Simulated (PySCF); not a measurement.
# H8N4Si: the cost of one run

Computed with PySCF 2.14.0. Level: levels as typed in each script, gas phase, geometry from GFN2-xTB.

**1. The system as given**

SMILES `N[Si](N)(N)N`, 13 atoms, charge 0, spin multiplicity 1.

Bond lengths: N1–Si2 1.735 Å, N1–H6 1.007 Å, N1–H7 1.007 Å, Si2–N3 1.735 Å, Si2–N4 1.735 Å, Si2–N5 1.735 Å, N3–H8 1.007 Å, N3–H9 1.007 Å, N4–H10 1.007 Å, N4–H11 1.007 Å, N5–H12 1.007 Å, N5–H13 1.007 Å. Angles: Si2–N1–H6 116.5°, Si2–N1–H7 116.4°, H6–N1–H7 109.0°, N1–Si2–N3 113.0°, N1–Si2–N4 102.7°, N1–Si2–N5 112.9°, N3–Si2–N4 112.9°, N3–Si2–N5 102.7°, N4–Si2–N5 113.0°, Si2–N3–H8 116.5°, Si2–N3–H9 116.4°, H8–N3–H9 109.0°, Si2–N4–H10 116.4°, Si2–N4–H11 116.5°, H10–N4–H11 109.0°, Si2–N5–H12 116.5°, Si2–N5–H13 116.4°, H12–N5–H13 109.0°.

Geometry (Å):

```
atom    x (Å)    y (Å)    z (Å)
  N1  -1.0839   0.7598  -1.1218
 Si2   0.0002   0.0000   0.0001
  N3   1.0838  -1.1225  -0.7592
  N4  -1.0839  -0.7598   1.1217
  N5   1.0838   1.1225   0.7591
  H6  -1.8701   1.2482  -0.7252
  H7  -0.6624   1.3383  -1.8304
  H8   1.8702  -0.7272  -1.2484
  H9   0.6613  -1.8314  -1.3368
 H10  -0.6624  -1.3383   1.8303
 H11  -1.8701  -1.2482   0.7251
 H12   1.8702   0.7272   1.2483
 H13   0.6613   1.8313   1.3366
```

**2. Density, bond paths and surface potential (PBE0/def2-tzvp)**

input.py reads:

```python
import numpy as np
from pyscf import gto, scf, dft
from pyscf.scf import atom_ks, atom_hf
from scipy.linalg import block_diag

def solve(mol, dm0=None, hcore=None):
    mf = (dft.UKS if mol.spin else dft.RKS)(mol, xc='pbe0')
    mf.grids.level = 3
    mf = mf.density_fit(auxbasis='def2-universal-jkfit')
    mf.conv_tol, mf.max_cycle = 1e-8, 80
    if hcore is not None:
        mf.get_hcore = lambda *args: hcore
    mf.kernel(dm0)
    if not mf.converged:
        mf = mf.newton().run(mf.mo_coeff, mf.mo_occ, max_cycle=30)
    assert mf.converged, 'SCF not converged'
    return mf

mol = gto.M(atom='''
N     -1.08387     0.75980    -1.12176
Si     0.00019     0.00004     0.00013
N      1.08382    -1.12255    -0.75918
N     -1.08387    -0.75983     1.12166
N      1.08382     1.12251     0.75908
H     -1.87009     1.24816    -0.72519
H     -0.66237     1.33831    -1.83037
H      1.87016    -0.72722    -1.24835
H      0.66134    -1.83135    -1.33675
H     -0.66237    -1.33835     1.83027
H     -1.87009    -1.24820     0.72508
H      1.87016     0.72718     1.24825
H      0.66134     1.83132     1.33665
''', basis='def2-tzvp', charge=0, spin=0, verbose=4)
mf = solve(mol)
mf.analyze()
# spherically averaged free atoms, for the promolecule
atm = atom_ks.get_atm_nrks(mol, xc='pbe0')
pro = block_diag(*[(atm[a[0]][2] * atm[a[0]][3]) @ atm[a[0]][2].T for a in mol._atom])
np.savez('result.npz', e=mf.e_tot, c=mf.mo_coeff, occ=mf.mo_occ, eps=mf.mo_energy, pro=pro, dip=mf.dip_moment(verbose=0), s2=mf.spin_square()[0])
```

The run is started by

```sh
$ OMP_NUM_THREADS=1 python input.py
```

**Question.** How long does this run take on 1 thread of Intel Xeon Platinum 8259CL at 2.50GHz (Skylake/Cascade Lake), shared host, and how much memory does it need?

About 21 s, with a peak of 0.79 GiB.
